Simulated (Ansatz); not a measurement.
Crystal: Ta3N.

```
Ta N
1.0
     3.03222    0.00000    0.00000
    -1.51611    2.62598    0.00000
     0.00000    0.00000    7.52414
Ta N
3 1
Direct
  0.66667 0.33333 0.82607
  0.33333 0.66667 0.17393
  0.00000 0.00000 0.50000
  0.00000 0.00000 0.00000
```

The cell comes from a database or a generator and needn't be the stable form of this composition.

Base run:

```yaml
Program: Ansatz 0.2.0
Functional: PBEsol
Potentials_or_basis: Ansatz PAW
Cutoff: 420 eV
Density_cutoff: 1680 eV
k_mesh: 10 × 10 × 4
Occupations: fermi-dirac, width 0.05 eV
Spin: no spin polarisation
```

Its results: band gap on the k mesh none (metal or under the smearing width); pressure -8.1 GPa; largest force 0.394 eV/Å.

After a change of settings the same cell gave: band gap on the k mesh none (metal or under the smearing width); pressure -0.7 GPa; largest force 0.133 eV/Å. Which change was it?
A. k mesh from 10 × 10 × 4 to 7 × 7 × 3
B. functional from PBEsol to PBE
C. functional from PBEsol to BLYP; k mesh from 10 × 10 × 4 to 7 × 7 × 3
D. functional from PBEsol to r2SCAN; cutoff from 420 eV to 500 eV; density cutoff from 1680 eV to 2000 eV

B.

PBE binds less tightly than PBEsol, so the same cell stands under more pressure.

Caveats: the PAW data sets come from PBE, with cores solved anew for the run's functional, which leaves a small shift of forces and pressure (some runs).

Not every run made on this cell is shown here.
